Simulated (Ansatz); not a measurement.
# C₄H₁₁B: small, medium and large basis sets

An exercise on one series of results from a longer session: the logs are not shown, and one member is left open.

Computed with Ansatz 0.2.0, Gaussian basis. Level: one geometry, several basis sets.

Levels to be run: PBE0-D4/def2-SVP; ωB97M-V/def2-SVP; PBE0-D4/def2-QZVPP; ωB97M-V/def2-QZVPP; the functionals' def2-TZVPP values are taken from earlier runs.

## Structure used throughout

An earlier PBE0-D4 in a triple-zeta def2 set relaxation fixed the geometry.

SMILES `CCBCC`, 16 atoms, charge 0, spin multiplicity 1.

Atoms are counted from 1 here; the program's logs count them from 0.

Bond lengths: C1–C2 1.524 Å, C1–H6 1.093 Å, C1–H7 1.093 Å, C1–H8 1.093 Å, C2–B3 1.559 Å, C2–H9 1.097 Å, C2–H10 1.107 Å, B3–C4 1.558 Å, B3–H11 1.207 Å, C4–C5 1.524 Å, C4–H12 1.107 Å, C4–H13 1.097 Å, C5–H14 1.093 Å, C5–H15 1.093 Å, C5–H16 1.093 Å. Angles: C2–C1–H6 111.0°, C2–C1–H7 112.2°, C2–C1–H8 111.1°, H6–C1–H7 107.9°, H6–C1–H8 107.1°, H7–C1–H8 107.3°, C1–C2–B3 117.6°, C1–C2–H9 111.4°, C1–C2–H10 109.2°, B3–C2–H9 111.7°, B3–C2–H10 101.8°, H9–C2–H10 103.8°, C2–B3–C4 122.3°, C2–B3–H11 118.8°, C4–B3–H11 118.9°, B3–C4–C5 117.6°, B3–C4–H12 101.8°, B3–C4–H13 111.6° and more.

The first run:

File in.yaml:

```yaml
crystal:
  periodic: [false, false, false]
  atoms:
    - {symbol: C, position_ang: [1.482935, 1.796567, -1.255798]}
    - {symbol: C, position_ang: [1.018960, 1.015008, -0.032876]}
    - {symbol: B, position_ang: [-0.198153, 0.057311, -0.207549]}
    - {symbol: C, position_ang: [-0.415711, -1.187872, 0.704072]}
    - {symbol: C, position_ang: [-1.840211, -1.702433, 0.869732]}
    - {symbol: H, position_ang: [0.649895, 2.330644, -1.719221]}
    - {symbol: H, position_ang: [2.255180, 2.529554, -1.009046]}
    - {symbol: H, position_ang: [1.898568, 1.128733, -2.014774]}
    - {symbol: H, position_ang: [1.858960, 0.515735, 0.465089]}
    - {symbol: H, position_ang: [0.641625, 1.722510, 0.729809]}
    - {symbol: H, position_ang: [-0.999692, 0.288511, -1.079308]}
    - {symbol: H, position_ang: [0.191526, -1.955137, 0.187116]}
    - {symbol: H, position_ang: [0.082693, -1.070120, 1.674013]}
    - {symbol: H, position_ang: [-2.313831, -1.865150, -0.101453]}
    - {symbol: H, position_ang: [-2.458089, -0.981902, 1.411844]}
    - {symbol: H, position_ang: [-1.877555, -2.644458, 1.422652]}
basis:
  gaussian: {orbitals: def2-SVP}
hamiltonian: {xc: pbe0, dispersion: d4}
output: {orbitals: {seedname: orbitals}}
```

The run is started by

```sh
> ansatz run in.yaml --threads 4 --pin off --events-out ev --progress --plain --max-ram 10444MiB
```

Steps of the session up to this table: PBE0-D4 in def2-SVP; ωB97M-V in def2-SVP; PBE0-D4 in def2-QZVPP; ωB97M-V in def2-QZVPP.

One of the session's tables, all rows but one given; the rest of the session is left out.

It belongs to the step «Density functionals: the series». 

| functional | basis | HOMO (eV) |
| --- | --- | --- |
| PBE0-D4 | def2-SVP | -8.23 |
| PBE0-D4 | def2-TZVPP | -8.25 |
| PBE0-D4 | def2-QZVPP | -8.25 |
| ωB97M-V | def2-SVP | ? |
| ωB97M-V | def2-TZVPP | -10.55 |
| ωB97M-V | def2-QZVPP | -10.55 |

Q: Estimate the row for ωB97M-V, def2-SVP from the others.

**Answer.** HOMO (eV): -10.53. In the column «HOMO (eV)» it lies between ωB97M-V, def2-QZVPP (-10.55) and PBE0-D4, def2-TZVPP (-8.25).
